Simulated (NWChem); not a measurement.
# Si3NH8F (SMILES F[SiH2]N([SiH3])[SiH3]): levels of theory compared

Aim: a comparison of 4 runs (HF/STO-3G, HF/3-21G, B3LYP/6-31G*) of Si3NH8F. 

The results are computed with NWChem 7.3.0.

## 1. The system as given

Si3NH8F: 13 atoms, total charge 0, spin state singlet. SMILES: `F[SiH2]N([SiH3])[SiH3]`. Geometry: relaxed at PBE0-D4/def2-TZVP. This is one conformer, not always the lowest.

Bond lengths: F1–Si2 1.599 Å, Si2–N3 1.713 Å, N3–Si4 1.744 Å, N3–Si5 1.743 Å, Si2–H6 1.479 Å, Si2–H7 1.482 Å, Si4–H8 1.486 Å, Si4–H9 1.485 Å, Si4–H10 1.487 Å, Si5–H11 1.485 Å, Si5–H12 1.485 Å, Si5–H13 1.486 Å. Some angles: F1–Si2–N3 111.2°, Si2–N3–Si4 119.9°, Si2–N3–Si5 121.3°, Si4–N3–Si5 118.7°, F1–Si2–H6 106.2°, F1–Si2–H7 107.3°, N3–Si2–H6 111.1°, N3–Si2–H7 108.1°, N3–Si4–H8 111.5°, N3–Si4–H9 110.6°.

## 2. Energy and forces at HF/STO-3G (run 1)

File geom.xyz:

```xyz
13

F      1.161000     2.228700     1.060200
Si     1.129300     1.289600    -0.233400
N      0.012100     0.005300    -0.039700
Si     0.584500    -1.592700     0.360700
Si    -1.705300     0.271600    -0.172300
H      0.748600     2.160600    -1.365900
H      2.482600     0.705200    -0.385600
H      1.209400    -2.256300    -0.812700
H      1.582100    -1.529300     1.458500
H     -0.593800    -2.388700     0.794100
H     -2.384200     0.050400     1.129900
H     -1.909000     1.676900    -0.607500
H     -2.296800    -0.656100    -1.171600
```

File run.py:

```python
from ase.io import read
from ase.calculators.nwchem import NWChem

system = read('geom.xyz')

calc = NWChem(
    label='geom',
    theory='scf',
    memory='2200 mb',
    basis='STO-3G',
    basispar='spherical bse',
    scf={'nopen': '0', 'rhf': None, 'thresh': '1e-08', 'maxiter': '80'},
)
system.calc = calc

forces = system.get_forces()
print(f"energy = {system.get_potential_energy():.6f} eV")
print("forces (eV/A):")
for s, f in zip(system.symbols, forces):
    print(f"{s:2s} {f[0]:10.5f} {f[1]:10.5f} {f[2]:10.5f}")
print("dipole (e A):", system.get_dipole_moment().round(4))
```

Started as:

```sh
$ export ASE_NWCHEM_COMMAND="nwchem PREFIX.nwi > PREFIX.nwo"
$ python run.py
```

What it wrote:

```text
energy = -27573.907019 eV
forces (eV/A):
F    -0.05219    0.36093    0.62102
Si    0.99286   -0.13586   -1.64278
N    -0.16851   -0.25145    0.08078
Si    0.07101   -1.14332    0.35399
Si   -1.05590    0.33594   -0.18599
H     0.49766   -0.92390    0.99589
H    -1.37009    0.70489   -0.02638
H    -0.64154    0.70520    1.29712
H    -1.06593   -0.13179   -1.20729
H     1.43936    0.76979   -0.45622
H     0.68679    0.25372   -1.43005
H     0.07945   -1.59254    0.49005
H     0.58693    1.04839    1.10979
dipole (e A): [-0.0301 -0.1522 -0.1624]
```

The calculator wrote geom.nwi:

```
title "geom"

permanent_dir geom

scratch_dir geom

start geom

geometry units angstrom nocenter noautosym noautoz
  F  1.1610000000000000e+00 2.2286999999999999e+00 1.0602000000000000e+00
  Si 1.1293000000000000e+00 1.2896000000000001e+00 -2.3340000000000000e-01
  N  1.2100000000000000e-02 5.3000000000000000e-03 -3.9699999999999999e-02
  Si 5.8450000000000002e-01 -1.5927000000000000e+00 3.6070000000000002e-01
  Si -1.7053000000000000e+00 2.7160000000000001e-01 -1.7230000000000001e-01
  H  7.4860000000000004e-01 2.1606000000000001e+00 -1.3658999999999999e+00
  H  2.4826000000000001e+00 7.0520000000000005e-01 -3.8560000000000000e-01
  H  1.2094000000000000e+00 -2.2563000000000000e+00 -8.1269999999999998e-01
  H  1.5821000000000001e+00 -1.5293000000000001e+00 1.4584999999999999e+00
  H  -5.9379999999999999e-01 -2.3887000000000000e+00 7.9410000000000003e-01
  H  -2.3841999999999999e+00 5.0400000000000000e-02 1.1298999999999999e+00
  H  -1.9090000000000000e+00 1.6769000000000001e+00 -6.0750000000000004e-01
  H  -2.2968000000000002e+00 -6.5610000000000002e-01 -1.1716000000000000e+00
end

memory 2200 mb

basis spherical bse noprint
   * library STO-3G
end

scf
  nopen 0
  rhf
  thresh 1e-08
  maxiter 80
end

task scf gradient
```

geom.nwo:

```text
Northwest Computational Chemistry Package (NWChem) 7.3.0
             --------------------------------------------------------

           Job information
           ---------------

    nwchem branch   = 7.3.0
    use scalapack   = T
    input           = geom.nwi
    prefix          = geom.
    data base       = geom/geom.db
    status          = startup
    nproc           =        1

           Memory information
           ------------------

[... 5 lines left out ...]
    hardfail = no
[... 144 lines left out ...]
         Quadratically convergent ROHF
[... 14 lines left out ...]
       Final RHF  results
[... 4 lines left out ...]
      Two-electron energy =    777.764565510386
[... 52 lines left out ...]
                       ROHF Final Molecular Orbital Analysis
[... 252 lines left out ...]
                 ----------------------------------------
                 |  Time  |  1-e(secs)   |  2-e(secs)   |
                 ----------------------------------------
                 |  CPU   |       0.00   |       0.43   |
                 ----------------------------------------
                 |  WALL  |       0.00   |       0.43   |
                 ----------------------------------------

 Task  times  cpu:        3.3s     wall:        3.3s
 Total times  cpu:        3.4s     wall:        3.4s
```

It took 4.2 s on 1 thread of AMD EPYC 9R45 (Zen 5), shared host; peak memory 0.1 GiB.

## 3. Energy and gradient at HF/3-21G (run 2)

File m1.xyz:

```xyz
13
FH8NSi3 gradient
F      1.161000     2.228700     1.060200
Si     1.129300     1.289600    -0.233400
N      0.012100     0.005300    -0.039700
Si     0.584500    -1.592700     0.360700
Si    -1.705300     0.271600    -0.172300
H      0.748600     2.160600    -1.365900
H      2.482600     0.705200    -0.385600
H      1.209400    -2.256300    -0.812700
H      1.582100    -1.529300     1.458500
H     -0.593800    -2.388700     0.794100
H     -2.384200     0.050400     1.129900
H     -1.909000     1.676900    -0.607500
H     -2.296800    -0.656100    -1.171600
```

File run.py:

```python
from ase.io import read
from ase.calculators.nwchem import NWChem

atoms = read('m1.xyz')

calc = NWChem(
    label='m1',
    theory='scf',
    memory='2200 mb',
    basis='3-21G',
    basispar='spherical bse',
    scf={'nopen': '0', 'rhf': None, 'thresh': '1e-08', 'maxiter': '80'},
)
atoms.calc = calc

forces = atoms.get_forces()
e = atoms.get_potential_energy()
print(f"E = {e:.6f} eV")
print("forces (eV/A):")
for s, f in zip(atoms.symbols, forces):
    print(f"{s:2s} {f[0]:10.5f} {f[1]:10.5f} {f[2]:10.5f}")
print("dipole (e A):", atoms.get_dipole_moment().round(4))
```

Started as:

```sh
$ export ASE_NWCHEM_COMMAND="nwchem PREFIX.nwi > PREFIX.nwo"
$ python run.py
```

What it wrote:

```text
E = -27755.802990 eV
forces (eV/A):
F     0.06762    0.94982    1.20436
Si    0.50167   -0.35965   -1.29933
N     0.05430    0.05296   -0.01594
Si    0.17658   -0.59058    0.14403
Si   -0.61532    0.10901   -0.05800
H     0.05281   -0.05898    0.06299
H    -0.11822    0.07338   -0.04541
H     0.04453   -0.05703    0.01517
H     0.02041   -0.09354    0.01286
H     0.06510   -0.08623    0.02751
H    -0.08947    0.03173   -0.01147
H    -0.08515   -0.00226   -0.00854
H    -0.07482    0.03137   -0.02823
dipole (e A): [-0.0616 -0.2597 -0.2566]
```

The calculator wrote m1.nwi:

```
title "m1"

permanent_dir m1

scratch_dir m1

start m1

geometry units angstrom nocenter noautosym noautoz
  F  1.1610000000000000e+00 2.2286999999999999e+00 1.0602000000000000e+00
  Si 1.1293000000000000e+00 1.2896000000000001e+00 -2.3340000000000000e-01
  N  1.2100000000000000e-02 5.3000000000000000e-03 -3.9699999999999999e-02
  Si 5.8450000000000002e-01 -1.5927000000000000e+00 3.6070000000000002e-01
  Si -1.7053000000000000e+00 2.7160000000000001e-01 -1.7230000000000001e-01
  H  7.4860000000000004e-01 2.1606000000000001e+00 -1.3658999999999999e+00
  H  2.4826000000000001e+00 7.0520000000000005e-01 -3.8560000000000000e-01
  H  1.2094000000000000e+00 -2.2563000000000000e+00 -8.1269999999999998e-01
  H  1.5821000000000001e+00 -1.5293000000000001e+00 1.4584999999999999e+00
  H  -5.9379999999999999e-01 -2.3887000000000000e+00 7.9410000000000003e-01
  H  -2.3841999999999999e+00 5.0400000000000000e-02 1.1298999999999999e+00
  H  -1.9090000000000000e+00 1.6769000000000001e+00 -6.0750000000000004e-01
  H  -2.2968000000000002e+00 -6.5610000000000002e-01 -1.1716000000000000e+00
end

memory 2200 mb

basis spherical bse noprint
   * library 3-21G
end

scf
  nopen 0
  rhf
  thresh 1e-08
  maxiter 80
end

task scf gradient
```

m1.nwo:

```text
Northwest Computational Chemistry Package (NWChem) 7.3.0
             --------------------------------------------------------

           Job information
           ---------------

    nwchem branch   = 7.3.0
    use scalapack   = T
    input           = m1.nwi
    prefix          = m1.
    data base       = m1/m1.db
    status          = startup
    nproc           =        1

           Memory information
           ------------------

[... 5 lines left out ...]
    hardfail = no
[... 144 lines left out ...]
         Quadratically convergent ROHF
[... 14 lines left out ...]
       Final RHF  results
[... 4 lines left out ...]
      Two-electron energy =    772.548917081295
[... 52 lines left out ...]
                       ROHF Final Molecular Orbital Analysis
[... 313 lines left out ...]
                 ----------------------------------------
                 |  Time  |  1-e(secs)   |  2-e(secs)   |
                 ----------------------------------------
                 |  CPU   |       0.00   |       0.52   |
                 ----------------------------------------
                 |  WALL  |       0.00   |       0.52   |
                 ----------------------------------------

 Task  times  cpu:        4.0s     wall:        4.0s
 Total times  cpu:        4.0s     wall:        4.0s
```

It took 4.8 s on 1 thread of AMD EPYC 9R45 (Zen 5), shared host; peak memory 0.1 GiB.

## 4. Energy and forces at B3LYP/6-31G(d) (spherical functions) (run 3)

File run.py:

```python
from ase import Atoms
from ase.calculators.nwchem import NWChem

atoms = Atoms(['F', 'Si', 'N', 'Si', 'Si', 'H', 'H', 'H', 'H', 'H', 'H', 'H', 'H'], positions=[
    [1.161000, 2.228700, 1.060200],
    [1.129300, 1.289600, -0.233400],
    [0.012100, 0.005300, -0.039700],
    [0.584500, -1.592700, 0.360700],
    [-1.705300, 0.271600, -0.172300],
    [0.748600, 2.160600, -1.365900],
    [2.482600, 0.705200, -0.385600],
    [1.209400, -2.256300, -0.812700],
    [1.582100, -1.529300, 1.458500],
    [-0.593800, -2.388700, 0.794100],
    [-2.384200, 0.050400, 1.129900],
    [-1.909000, 1.676900, -0.607500],
    [-2.296800, -0.656100, -1.171600],
])

calc = NWChem(
    label='mol',
    theory='dft',
    memory='2200 mb',
    basis='6-31G*',
    basispar='spherical bse',
    dft={'xc': 'b3lyp', 'mult': '1', 'grid': 'fine', 'convergence': 'energy 1e-08', 'iterations': '100', 'mulliken': None},
)
atoms.calc = calc

forces = atoms.get_forces()
print("Total energy (eV):", round(atoms.get_potential_energy(), 6))
print("forces (eV/A):")
for s, f in zip(atoms.symbols, forces):
    print(f"{s:2s} {f[0]:10.5f} {f[1]:10.5f} {f[2]:10.5f}")
print("dipole (e A):", atoms.get_dipole_moment().round(4))
```

Started as:

```sh
$ export ASE_NWCHEM_COMMAND="nwchem PREFIX.nwi > PREFIX.nwo"
$ python run.py
```

What it wrote:

```text
Total energy (eV): -27973.188135
forces (eV/A):
F     0.02602    0.44424    0.56220
Si    0.28832   -0.02221   -0.46897
N    -0.02931   -0.05255   -0.05343
Si    0.11354   -0.33023    0.09030
Si   -0.34155    0.08819   -0.03440
H    -0.00401    0.00751   -0.06176
H     0.01522   -0.01599   -0.04803
H     0.02515   -0.04715    0.00170
H     0.01913   -0.04787    0.01322
H     0.02926   -0.03965    0.01162
H    -0.05358    0.01085    0.00612
H    -0.03929   -0.00072   -0.00226
H    -0.04890    0.00555   -0.01635
dipole (e A): [-0.0548 -0.1977 -0.1742]
```

The calculator wrote mol.nwi:

```
title "mol"

permanent_dir mol

scratch_dir mol

start mol

geometry units angstrom nocenter noautosym noautoz
  F  1.1610000000000000e+00 2.2286999999999999e+00 1.0602000000000000e+00
  Si 1.1293000000000000e+00 1.2896000000000001e+00 -2.3340000000000000e-01
  N  1.2100000000000000e-02 5.3000000000000000e-03 -3.9699999999999999e-02
  Si 5.8450000000000002e-01 -1.5927000000000000e+00 3.6070000000000002e-01
  Si -1.7053000000000000e+00 2.7160000000000001e-01 -1.7230000000000001e-01
  H  7.4860000000000004e-01 2.1606000000000001e+00 -1.3658999999999999e+00
  H  2.4826000000000001e+00 7.0520000000000005e-01 -3.8560000000000000e-01
  H  1.2094000000000000e+00 -2.2563000000000000e+00 -8.1269999999999998e-01
  H  1.5821000000000001e+00 -1.5293000000000001e+00 1.4584999999999999e+00
  H  -5.9379999999999999e-01 -2.3887000000000000e+00 7.9410000000000003e-01
  H  -2.3841999999999999e+00 5.0400000000000000e-02 1.1298999999999999e+00
  H  -1.9090000000000000e+00 1.6769000000000001e+00 -6.0750000000000004e-01
  H  -2.2968000000000002e+00 -6.5610000000000002e-01 -1.1716000000000000e+00
end

memory 2200 mb

basis spherical bse noprint
   * library 6-31G*
end

dft
  xc b3lyp
  mult 1
  grid fine
  convergence energy 1e-08
  iterations 100
  mulliken
end

task dft gradient
```

mol.nwo:

```text
Northwest Computational Chemistry Package (NWChem) 7.3.0
             --------------------------------------------------------

           Job information
           ---------------

    nwchem branch   = 7.3.0
    use scalapack   = T
    input           = mol.nwi
    prefix          = mol.
    data base       = mol/mol.db
    status          = startup
    nproc           =        1

           Memory information
           ------------------

[... 5 lines left out ...]
    hardfail = no
[... 115 lines left out ...]
  convergence criterion.
[... 43 lines left out ...]
          Spatial weights used:  Erf1
[... 32 lines left out ...]
 1-e energy   =   -2177.429898
[... 41 lines left out ...]
           Coulomb energy =      855.794823238455
[... 756 lines left out ...]
          Convergence on density requested:  1.00D-05
[... 29 lines left out ...]
          total energy or number of iterations.
[... 36 lines left out ...]
                 ----------------------------------------
                 |  Time  |  1-e(secs)   |  2-e(secs)   |
                 ----------------------------------------
                 |  CPU   |       0.01   |       3.36   |
                 ----------------------------------------
                 |  WALL  |       0.01   |       3.36   |
                 ----------------------------------------

 Task  times  cpu:       21.9s     wall:       21.9s
 Total times  cpu:       21.9s     wall:       21.9s
```

Run time: 23 s. Hardware: 1 thread of AMD EPYC 9R45 (Zen 5), shared host; peak memory 0.13 GiB.

## 5. Energy and gradient at B3LYP/6-31G(d) (Cartesian functions) (run 4)

File a.nw:

```
start a
title "FH8NSi3"
memory total 2200 mb
geometry units bohr noautosym nocenter noautoz
  F      2.19397203     4.21163261     2.00348764
  Si     2.13406771     2.43699081    -0.44106208
  N      0.02286569     0.01001555    -0.07502213
  Si     1.10454492    -3.00976680     0.68162421
  Si    -3.22254996     0.51324962    -0.32559981
  H      1.41464898     4.08294226    -2.58117691
  H      4.69143408     1.33263486    -0.72867839
  H      2.28543478    -4.26378905    -1.53578042
  H      2.98973570    -2.88995816     2.75616555
  H     -1.12211937    -4.51398879     1.50063152
  H     -4.50548503     0.09524220     2.13520155
  H     -3.60748717     3.16888174    -1.14800862
  H     -4.34032296    -1.23984931    -2.21400313
end
basis
  * library 6-31G*
end
dft
  xc b3lyp
  grid fine
  convergence energy 1e-08
  iterations 100
  mulliken
end
task dft gradient
```

Started as:

```sh
$ nwchem a.nw > a.out
```

What it wrote:

```text
[...]
          Wavefunction type:  closed shell.
          No. of atoms     :    13
          No. of electrons :    66
[...]
          Charge           :     0
          Spin multiplicity:     1
[...]
          AO basis - number of functions:   103
[...]
              XC Information
              --------------
                         B3LYP Method XC Potential
                     Hartree-Fock (Exact) Exchange  0.200
                        Slater Exchange Functional  0.800 local
                    Becke 1988 Exchange Functional  0.720 non-local
              Lee-Yang-Parr Correlation Functional  0.810
                  VWN I RPA Correlation Functional  0.190 local
[...]
 d= 0,ls=0.0,diis     1  -1027.9172808892 -1.41D+03  1.47D-02  8.47D-01     2.7
[...]
 d= 0,ls=0.0,diis     8  -1028.0031708115 -5.10D-09  3.32D-06  1.23D-07    17.6
         Total DFT energy =    -1028.003170811542
      One electron energy =    -2181.095473495530
           Coulomb energy =      855.592540706788
    Exchange-Corr. energy =      -83.330949227627
 Nuclear repulsion energy =      380.830711204828
[...]
  wavefunction    = closed shell
[...]
```

It took 23 s on 1 thread of AMD EPYC 9R45 (Zen 5), shared host; peak memory 0.13 GiB.

## 6. The series

| run | level | iteration cap | module | energy (Eh) | dipole moment (D) | HOMO energy (eV) | LUMO energy (eV) | wall time |
| --- | --- | --- | --- | --- | --- | --- | --- | --- |
| 1 | HF/STO-3G | 80 | scf | -1013.322401 | 1.08 | -7.67 | 11.65 | 4.2 s |
| 2 | HF/3-21G | 80 | scf | -1020.006955 | 1.78 | -11.00 | 3.80 | 4.8 s |
| 3 | B3LYP/6-31G* (spherical functions) | 100 | dft | -1027.995711 | 1.29 | -7.65 | -0.02 | 23 s |
| 4 | B3LYP/6-31G* (Cartesian functions) | 100 | dft | -1028.003171 | 1.30 | -7.65 | -0.05 | 23 s |

## 7. Results

| quantity | value |
| --- | --- |
| run 4: total energy | -1028.00317 Eh |
| run 4: dipole moment | 1.30 D |
| run 4: HOMO energy | -7.65 eV |
| run 4: LUMO energy | -0.05 eV |
| run 4: HOMO–LUMO gap | 7.60 eV |
| run 4: largest force on an atom | 0.662 eV/Å |

The dipole moment (its size) runs from 1.08 D (HF/STO-3G) to 1.78 D (HF/3-21G). The HOMO–LUMO gap runs from 7.60 eV (B3LYP/6-31G*) to 19.32 eV (HF/STO-3G). The two ends differ in method and basis. In run 1 the basis is minimal, so the values are rough. All runs together took 55 s, the longest 23 s.
